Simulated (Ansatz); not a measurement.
**C₂H₆FSi radical: one species, many methods**

An exercise on one series of results from a longer session: the logs are not shown, and one member is left open.

The runs use Ansatz 0.2.0, Gaussian basis; functionals in def2-TZVPP, the program's frozen cores in correlated methods.

Levels to be run: LDA (SPW92), PBE-D4, revPBE-D4, BLYP-D4, r2SCAN-D4, B97M-V, PBE0-D4, B3LYP-D4, r2SCANh-D4, r2SCAN0-D4, HSE06-D4, BHLYP-D4, CAM-B3LYP-D4, LC-ωPBE, ωB97X-V, ωB97M-V, B2PLYP, PBE-QIDH; CCSD(T)/def2-SVP; CCSD(T)/def2-TZVPP; MP2/def2-QZVPP; extrapolation to the limit; RPA on PBE.

## The geometry

An earlier PBE0-D4 in a triple-zeta def2 set relaxation fixed the geometry.

SMILES `[CH2]C[SiH2]F`, 10 atoms, charge 0, spin multiplicity 2.

Atoms are counted from 1 here; the program's logs count them from 0.

Bond lengths: C1–C2 1.474 Å, C1–H5 1.082 Å, C1–H6 1.082 Å, C2–Si3 1.878 Å, C2–H7 1.094 Å, C2–H8 1.094 Å, Si3–F4 1.606 Å, Si3–H9 1.483 Å, Si3–H10 1.483 Å. Angles: C2–C1–H5 120.9°, C2–C1–H6 120.9°, H5–C1–H6 117.9°, C1–C2–Si3 106.0°, C1–C2–H7 112.6°, C1–C2–H8 112.6°, Si3–C2–H7 108.5°, Si3–C2–H8 108.5°, H7–C2–H8 108.4°, C2–Si3–F4 111.1°, C2–Si3–H9 110.0°, C2–Si3–H10 110.0°, F4–Si3–H9 107.6°, F4–Si3–H10 107.6°, H9–Si3–H10 110.6°.

Set-up of the first run:

Input file in.yaml:

```yaml
crystal:
  periodic: [false, false, false]
  atoms:
    - {symbol: C, position_ang: [-0.524237, 1.379683, 0.164858]}
    - {symbol: C, position_ang: [-0.747273, -0.071651, 0.288148]}
    - {symbol: Si, position_ang: [0.840863, -0.890396, -0.291289]}
    - {symbol: F, position_ang: [0.730669, -2.490012, -0.205179]}
    - {symbol: H, position_ang: [-0.719389, 1.894742, -0.766386]}
    - {symbol: H, position_ang: [-0.063089, 1.941116, 0.966563]}
    - {symbol: H, position_ang: [-0.941720, -0.381122, 1.319501]}
    - {symbol: H, position_ang: [-1.570213, -0.425538, -0.340173]}
    - {symbol: H, position_ang: [1.106795, -0.535505, -1.706222]}
    - {symbol: H, position_ang: [1.970796, -0.472516, 0.573179]}
basis:
  gaussian: {orbitals: def2-TZVPP}
magnetization: {spin_polarized: true, initial_magnetization: 1}
hamiltonian: {xc: lda}
output: {orbitals: {seedname: orbitals}}
```

On the command line:

```bash
$ ansatz run in.yaml --threads 4 --pin off --events-out ev --progress --plain --max-ram 10444MiB
```

Among the steps run: LDA; PBE-D4 (GGA); revPBE-D4 (GGA); BLYP-D4 (GGA); r2SCAN-D4 (meta-GGA); B97M-V (meta-GGA); B3LYP-D4 (hybrid); r2SCANh-D4 (hybrid); r2SCAN0-D4 (hybrid); HSE06-D4 (hybrid); BHLYP-D4 (hybrid); CAM-B3LYP-D4 (range-separated); LC-ωPBE (range-separated); ωB97X-V (range-separated); ωB97M-V (range-separated); B2PLYP (double hybrid); PBE-QIDH (double hybrid).

One table of the session follows, with a row left open; its other results are not shown here.

It belongs to the step «Frontier levels by functional». 

```
  functional  HOMO (eV)  LUMO (eV)  gap (eV)
 LDA (SPW92)      -4.70      -3.45      1.25
      PBE-D4      -4.70      -2.90      1.80
   revPBE-D4      -4.65      -2.74      1.92
     BLYP-D4      -4.50      -2.87      1.63
   r2SCAN-D4      -5.09      -2.23      2.86
      B97M-V      -4.93      -2.59      2.34
     PBE0-D4      -5.98      -1.70      4.28
    B3LYP-D4      -5.68      -2.11      3.57
  r2SCANh-D4      -5.57      -1.83      3.73
  r2SCAN0-D4      -6.29      -1.26      5.03
    HSE06-D4      -5.58      -2.09      3.49
    BHLYP-D4      -7.11      -0.61      6.50
CAM-B3LYP-D4      -7.29      -0.68      6.60
     LC-ωPBE          ?          ?         ?
     ωB97X-V      -8.19       0.31      8.50
     ωB97M-V      -8.00       0.10      8.10
```

Estimate the missing values for LC-ωPBE.

The run gave: HOMO (eV): -8.76; LUMO (eV): 0.78; gap (eV): 9.54. In the column «HOMO (eV)» it is the lowest.
